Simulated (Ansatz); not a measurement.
Born–Oppenheimer molecular dynamics of a periodic cell of 24 atoms, Na$_{3}$BP$_{2}$ (host Na3BP2, host structure P2_1/c). It starts from an unrelaxed structure (largest force component 0.85 eV/Å).

Theory: DFT LDA, scalar-relativistic, plane waves, PAW in Ansatz 0.2.0. Settings: cutoff 420 eV, k mesh 2x1x1, fermi-dirac smearing 0.05 eV, no spin polarisation.

```yaml
ensemble: NVE (velocity Verlet)
time_step: 1 fs
steps_asked: 380
starting_velocities_drawn_for: 3000 K
seed: 843370
```

Frames 20 fs apart, positions in Å, forces in eV/Å.

Velocities at 70.0 fs (Å/ps):

```
Na -1.95 10.09 2.50
Na -0.17 -9.08 -0.84
Na 4.47 -0.17 6.87
Na -0.96 -6.45 -22.92
Na -3.98 4.13 -5.35
Na -2.54 -5.71 5.61
Na -1.96 8.25 -18.12
Na 6.72 -6.52 2.34
Na 5.86 2.88 -14.70
Na 10.02 -0.38 -1.75
Na 1.57 -7.11 -17.54
Na -6.36 7.66 -6.26
B 0.76 2.31 0.93
B -1.77 -3.43 13.36
B -8.68 -5.91 -1.81
B 1.79 -1.73 -7.77
P -0.56 -3.67 9.67
P -7.93 1.97 11.19
P 4.80 2.23 7.39
P -2.19 2.66 9.44
P -2.62 9.51 -5.20
P 0.44 -0.29 13.71
P 1.36 -4.12 5.69
P 1.49 -3.44 -1.46
```

```xyz
24
Lattice="7.1494 0.0000 0.0000 0.0000 9.4916 0.0000 -3.3367 0.0000 8.7276" Properties=species:S:1:pos:R:3:forces:R:3 time_fs=70.0 energy_less_start_eV=4.567 T=1466
Na 2.158 2.733 6.737 0.34 0.62 0.43
Na -1.446 0.344 8.361 -0.20 -0.76 0.36
Na 0.222 4.844 4.641 0.54 -1.24 0.46
Na 3.794 5.971 4.619 -0.53 -0.89 0.84
Na 3.352 10.379 4.862 -0.06 -0.68 -0.02
Na -1.569 4.096 8.242 0.08 0.10 -0.40
Na 0.252 0.728 3.603 -0.02 0.27 -0.26
Na 5.713 5.447 0.656 0.40 -0.79 0.91
Na 4.396 1.528 2.188 0.10 0.53 -0.27
Na 1.178 6.886 1.916 0.09 -0.46 -0.42
Na 4.800 7.974 -0.086 -0.17 0.87 0.46
Na -0.309 7.816 5.988 -0.25 -0.53 -0.42
B -1.128 1.746 6.045 -1.02 2.19 -1.47
B 2.747 6.575 7.011 2.61 -0.77 0.68
B 0.986 2.969 1.684 1.83 -0.13 0.89
B 4.536 7.260 2.884 1.86 0.96 -0.80
P 2.445 3.894 2.590 -2.42 -1.13 -1.14
P 3.200 8.403 2.467 0.84 0.06 0.39
P 1.179 5.705 7.167 0.00 0.36 -0.96
P 0.283 0.814 6.575 0.85 -0.15 -0.45
P 4.882 3.027 5.259 1.27 -1.71 1.07
P -2.511 6.851 7.297 -3.02 0.01 0.07
P -1.052 6.366 3.286 -2.31 1.84 -1.19
P 7.244 1.724 0.686 -0.82 1.45 1.26
24
Lattice="7.1494 0.0000 0.0000 0.0000 9.4916 0.0000 -3.3367 0.0000 8.7276" Properties=species:S:1:pos:R:3:forces:R:3 time_fs=90.0 energy_less_start_eV=3.437 T=1845
Na 2.144 2.974 6.818 0.22 0.13 0.33
Na -1.478 0.104 8.381 -0.51 -0.32 0.52
Na 0.344 4.753 4.805 -0.15 -0.44 -0.12
Na 3.716 5.775 4.246 -0.59 -0.39 0.68
Na 3.268 10.417 4.753 -0.03 -0.23 0.07
Na -1.609 3.991 8.317 0.16 0.04 -0.48
Na 0.215 0.909 3.240 0.04 -0.19 0.63
Na 5.878 5.256 0.781 0.08 -0.55 0.68
Na 4.512 1.620 1.877 -0.20 0.16 -0.12
Na 1.362 6.829 1.848 -0.44 -0.53 -0.27
Na 4.810 7.933 -0.375 -0.06 1.48 0.82
Na -0.458 7.920 5.832 -0.18 -0.49 -0.26
B -1.142 2.026 5.912 2.28 -1.80 1.25
B 3.011 6.341 7.295 -3.89 -1.70 -1.03
B 1.124 2.859 1.811 -1.37 -1.43 -1.41
B 4.744 7.450 2.673 -1.02 0.90 0.94
P 2.292 3.748 2.710 0.42 0.43 0.46
P 3.142 8.433 2.703 2.06 -0.05 -0.44
P 1.266 5.751 7.250 0.47 -0.65 -0.92
P 0.255 0.899 6.705 -0.69 1.44 -1.63
P 4.899 3.123 5.213 -0.54 0.48 -0.28
P -2.611 6.853 7.579 3.49 1.16 0.81
P -1.129 6.390 3.315 0.35 0.97 -1.07
P 7.226 1.739 0.723 0.11 1.56 0.87
24
Lattice="7.1494 0.0000 0.0000 0.0000 9.4916 0.0000 -3.3367 0.0000 8.7276" Properties=species:S:1:pos:R:3:forces:R:3 time_fs=110.0 energy_less_start_eV=3.967 T=1666
Na 2.176 3.233 6.946 0.44 -0.67 0.03
Na -1.589 -0.188 8.480 -0.18 0.56 0.24
Na 0.441 4.577 4.952 -0.76 -0.07 -0.58
Na 3.557 5.511 3.993 0.42 0.20 0.39
Na 3.184 10.425 4.656 0.08 0.47 0.29
Na -1.624 3.900 8.310 0.24 0.13 -0.58
Na 0.177 1.044 3.007 -0.33 -1.28 2.39
Na 6.063 4.977 1.024 -0.09 -0.14 0.25
Na 4.588 1.744 1.554 -0.76 -0.04 0.27
Na 1.484 6.689 1.740 -0.13 -0.11 0.43
Na 4.817 8.115 -0.534 0.40 0.37 0.37
Na -0.644 7.943 5.630 -0.17 -0.23 -0.09
B -0.876 2.162 5.894 -2.14 1.11 -0.80
B 3.110 5.926 7.412 -0.41 1.64 -0.05
B 1.186 2.585 1.749 1.69 2.58 1.08
B 4.856 7.833 2.732 0.27 -0.93 0.58
P 2.116 3.603 2.837 0.28 -0.45 -0.30
P 3.266 8.482 2.890 -1.49 1.30 -0.98
P 1.301 5.706 7.221 0.80 -0.46 0.11
P 0.212 1.089 6.691 1.67 -1.34 0.68
P 4.956 3.168 5.199 0.79 -0.49 0.28
P -2.597 6.886 7.900 -0.44 -1.17 -0.61
P -1.205 6.557 3.208 1.75 -0.14 -0.10
P 7.157 1.886 0.786 -1.91 -0.84 -3.30
24
Lattice="7.1494 0.0000 0.0000 0.0000 9.4916 0.0000 -3.3367 0.0000 8.7276" Properties=species:S:1:pos:R:3:forces:R:3 time_fs=130.0 energy_less_start_eV=4.340 T=1541
Na 2.284 3.374 7.085 0.74 -1.53 -0.18
Na -1.732 -0.386 8.624 0.19 1.21 0.14
Na 0.422 4.390 5.010 -0.64 0.29 -0.41
Na 3.466 5.286 3.816 1.26 0.99 0.70
Na 3.109 10.504 4.613 0.08 0.90 0.66
Na -1.600 3.831 8.201 0.31 0.40 -0.89
Na 0.098 1.011 3.096 -0.15 -0.26 0.72
Na 6.239 4.670 1.309 -0.03 0.26 -0.07
Na 4.539 1.858 1.268 -1.13 -0.26 0.40
Na 1.585 6.528 1.707 0.26 0.02 1.25
Na 4.883 8.371 -0.628 0.33 -0.31 0.10
Na -0.856 7.929 5.420 -0.03 -0.07 0.51
B -0.824 2.250 5.903 -2.21 0.83 -0.88
B 3.107 5.954 7.471 0.08 1.32 0.61
B 1.200 2.675 1.582 -0.55 0.72 1.63
B 4.888 8.020 3.003 0.64 -1.69 -0.30
P 2.031 3.473 3.001 -0.77 -1.46 -2.20
P 3.280 8.657 2.956 -1.18 0.49 -1.12
P 1.368 5.608 7.195 0.13 1.07 0.31
P 0.291 1.204 6.691 1.42 -1.38 0.89
P 5.010 3.224 5.168 0.67 -0.52 0.29
P -2.597 6.810 8.158 -1.01 -1.45 -1.87
P -1.071 6.698 3.077 0.48 0.50 0.13
P 7.004 2.012 0.600 1.11 -0.05 -0.42
24
Lattice="7.1494 0.0000 0.0000 0.0000 9.4916 0.0000 -3.3367 0.0000 8.7276" Properties=species:S:1:pos:R:3:forces:R:3 time_fs=150.0 energy_less_start_eV=4.434 T=1510
Na 2.498 3.299 7.191 -0.02 -0.02 -0.79
Na -1.847 -0.402 8.791 0.19 0.60 0.10
Na 0.312 4.251 5.004 0.32 0.63 0.00
Na 3.557 5.204 3.749 0.66 0.47 0.60
Na 3.046 10.715 4.673 0.06 0.28 0.44
Na -1.527 3.820 7.963 0.20 0.38 -0.17
Na -0.009 0.918 3.327 -0.09 -0.05 0.04
Na 6.396 4.415 1.586 -0.77 1.27 -0.09
Na 4.315 1.930 1.042 -0.56 -0.31 0.23
Na 1.723 6.377 1.852 0.17 0.33 0.40
Na 4.999 8.584 -0.703 0.04 -0.47 0.12
Na -1.069 7.907 5.302 0.18 0.00 1.28
B -1.008 2.218 5.909 2.23 -1.90 1.16
B 3.016 6.311 7.658 -4.04 -1.91 -1.47
B 0.936 2.845 1.672 -1.26 -2.07 -2.24
B 4.831 7.868 3.120 -1.06 0.20 -1.39
P 1.912 3.251 2.997 0.83 0.67 0.62
P 3.224 8.863 2.895 1.77 -1.39 -0.37
P 1.420 5.607 7.192 -0.06 1.13 0.16
P 0.454 1.233 6.733 -1.97 1.00 -1.03
P 5.048 3.281 5.125 -0.90 -0.03 -0.28
P -2.635 6.615 8.242 3.71 0.88 0.59
P -0.840 6.846 2.971 -1.08 0.56 0.19
P 6.973 2.131 0.361 1.45 -0.27 1.90
24
Lattice="7.1494 0.0000 0.0000 0.0000 9.4916 0.0000 -3.3367 0.0000 8.7276" Properties=species:S:1:pos:R:3:forces:R:3 time_fs=170.0 energy_less_start_eV=4.703 T=1419
Na 2.712 3.216 7.157 -0.75 1.32 -1.40
Na -1.933 -0.321 8.978 0.12 -0.14 0.17
Na 0.241 4.212 4.988 0.77 0.61 -0.05
Na 3.768 5.206 3.780 0.27 0.01 0.47
Na 2.995 10.975 4.796 0.07 -0.53 -0.27
Na -1.421 3.883 7.688 0.08 0.54 0.45
Na -0.130 0.816 3.571 -0.04 -0.06 -0.17
Na 6.438 4.371 1.854 -0.49 1.15 -0.15
Na 3.992 1.953 0.864 -0.12 -0.16 0.39
Na 1.884 6.277 2.071 -0.29 0.46 -0.32
Na 5.128 8.723 -0.754 -0.06 -0.37 0.23
Na -1.267 7.876 5.374 -0.10 -0.26 0.74
B -0.953 1.982 5.986 -1.68 2.02 -1.53
B 2.823 6.380 7.790 1.81 -1.51 0.02
B 0.696 2.582 1.638 2.70 0.01 1.99
B 4.635 7.689 2.837 1.64 0.73 -0.09
P 1.805 3.047 2.936 -0.04 0.59 -0.08
P 3.325 8.931 2.776 -0.01 -0.65 -0.28
P 1.322 5.685 7.171 -0.32 0.46 0.15
P 0.469 1.317 6.708 0.41 -0.67 0.40
P 5.075 3.236 5.118 0.46 -2.17 0.84
P -2.532 6.457 8.265 -1.28 0.69 -0.78
P -0.759 7.075 2.890 -1.85 0.01 0.14
P 7.041 2.166 0.252 -1.30 -2.09 -0.88
24
Lattice="7.1494 0.0000 0.0000 0.0000 9.4916 0.0000 -3.3367 0.0000 8.7276" Properties=species:S:1:pos:R:3:forces:R:3 time_fs=190.0 energy_less_start_eV=4.669 T=1430
Na 2.815 3.328 6.928 -0.40 0.81 0.14
Na -1.996 -0.256 9.190 0.23 -0.79 0.08
Na 0.290 4.270 4.968 0.41 0.23 0.01
Na 4.029 5.219 3.892 0.12 0.11 0.35
Na 2.948 11.145 4.884 -0.31 -1.24 -0.49
Na -1.298 4.030 7.488 0.12 0.29 0.71
Na -0.258 0.704 3.787 0.05 -0.03 -0.51
Na 6.396 4.507 2.083 0.37 -0.15 -0.68
Na 3.648 1.945 0.744 0.09 -0.12 0.43
Na 2.002 6.255 2.243 -0.51 0.48 -0.63
Na 5.247 8.797 -0.768 -0.01 -0.47 0.24
Na -1.472 7.808 5.574 0.04 -0.25 0.29
B -0.930 2.003 5.889 -0.41 0.32 0.05
B 2.911 5.988 7.827 0.01 0.38 -0.75
B 0.867 2.112 1.576 1.17 2.04 1.89
B 4.732 7.798 2.483 -0.11 0.23 0.34
P 1.765 2.954 2.951 -0.47 -0.08 -0.94
P 3.440 8.912 2.622 -2.07 1.01 -0.39
P 1.205 5.810 7.177 1.21 -0.12 0.59
P 0.433 1.374 6.673 1.48 -1.15 0.83
P 5.076 3.038 5.138 -0.91 0.79 -1.18
P -2.489 6.378 8.218 -1.08 0.02 -0.36
P -0.825 7.284 2.836 2.02 -1.42 0.71
P 7.050 2.001 0.189 -1.05 -0.89 -0.76
24
Lattice="7.1494 0.0000 0.0000 0.0000 9.4916 0.0000 -3.3367 0.0000 8.7276" Properties=species:S:1:pos:R:3:forces:R:3 time_fs=210.0 energy_less_start_eV=5.367 T=1196
Na 2.845 3.563 6.702 -0.18 -0.46 0.69
Na -2.027 -0.320 9.413 -0.02 -1.03 -0.13
Na 0.410 4.369 4.952 0.06 -0.02 0.08
Na 4.307 5.256 4.062 -0.22 0.46 0.11
Na 2.850 11.114 4.899 -0.47 -1.42 -0.29
Na -1.157 4.220 7.399 0.13 -0.24 0.43
Na -0.378 0.584 3.920 0.10 0.02 -0.67
Na 6.404 4.628 2.198 0.38 -0.49 -0.99
Na 3.327 1.917 0.689 0.63 -0.12 0.10
Na 2.040 6.313 2.313 -0.29 0.36 -0.59
Na 5.365 8.798 -0.741 -0.04 -0.36 0.30
Na -1.670 7.702 5.827 0.30 0.03 0.06
B -0.940 2.083 5.857 2.68 -1.40 1.96
B 2.997 5.717 7.646 -1.26 2.25 -0.08
B 1.023 2.116 1.582 -2.92 0.32 -2.15
B 4.884 8.016 2.281 -1.23 0.61 1.05
P 1.742 2.909 2.950 0.33 1.12 0.40
P 3.353 8.974 2.423 0.88 -0.64 -0.23
P 1.204 5.930 7.241 1.29 -0.90 0.01
P 0.522 1.321 6.708 -1.58 0.79 -1.10
P 4.985 2.924 5.027 -0.10 1.12 -1.04
P -2.545 6.301 8.129 -0.08 -0.08 0.02
P -0.725 7.349 2.854 0.43 -0.54 0.51
P 7.012 1.739 0.154 1.17 0.62 1.56
24
Lattice="7.1494 0.0000 0.0000 0.0000 9.4916 0.0000 -3.3367 0.0000 8.7276" Properties=species:S:1:pos:R:3:forces:R:3 time_fs=230.0 energy_less_start_eV=5.245 T=1237
Na 2.855 3.747 6.585 0.33 -0.53 0.73
Na -2.073 -0.552 9.610 -0.88 -0.56 -0.47
Na 0.537 4.468 4.939 -0.14 -0.11 -0.21
Na 4.557 5.362 4.252 -0.25 0.40 -0.05
Na 2.689 10.864 4.856 0.15 -0.49 -0.41
Na -0.998 4.377 7.381 0.04 -0.54 0.23
Na -0.486 0.476 3.945 0.02 0.43 -0.38
Na 6.472 4.673 2.160 0.10 -0.31 -0.75
Na 3.093 1.871 0.662 0.30 -0.04 0.07
Na 2.029 6.423 2.287 -0.03 -0.09 -0.33
Na 5.476 8.737 -0.663 -0.25 -0.18 0.34
Na -1.817 7.603 6.085 0.67 0.62 -0.47
B -0.789 2.118 6.005 -1.73 0.64 -1.57
B 2.861 6.091 7.452 5.07 0.67 1.21
B 0.644 2.450 1.428 1.18 -0.04 1.74
B 4.907 8.255 2.427 0.73 -1.10 0.70
P 1.700 2.945 2.895 -0.92 0.82 -1.25
P 3.308 9.013 2.212 1.86 -0.46 0.84
P 1.262 5.961 7.286 -4.93 -0.42 -1.03
P 0.565 1.284 6.702 -0.04 0.14 0.16
P 4.988 2.858 4.878 1.96 -0.59 1.40
P -2.593 6.228 8.055 -0.70 0.33 0.21
P -0.609 7.368 2.925 -1.94 0.85 0.09
P 7.031 1.519 0.206 -0.62 0.55 -0.78
```

Of the whole run (380 fs, mean temperature of the second half 1406 K): The conserved energy stayed within 0.26 meV per atom of its start (net change 0.11 meV per atom), so the integration is sound. Over the second half the temperature averaged 0.47 of the 3000 K drawn at the start: a run that starts near a minimum puts about half its kinetic energy into the potential. A run of 0.38 ps of so small a system gives no equilibrium averages. Limits of this set-up: coarse k mesh.

The run took 11 min on 1 thread of Intel(R) Xeon(R) 6975P-C (Granite Rapids), with other jobs on the host, peak memory 0.79 GiB.
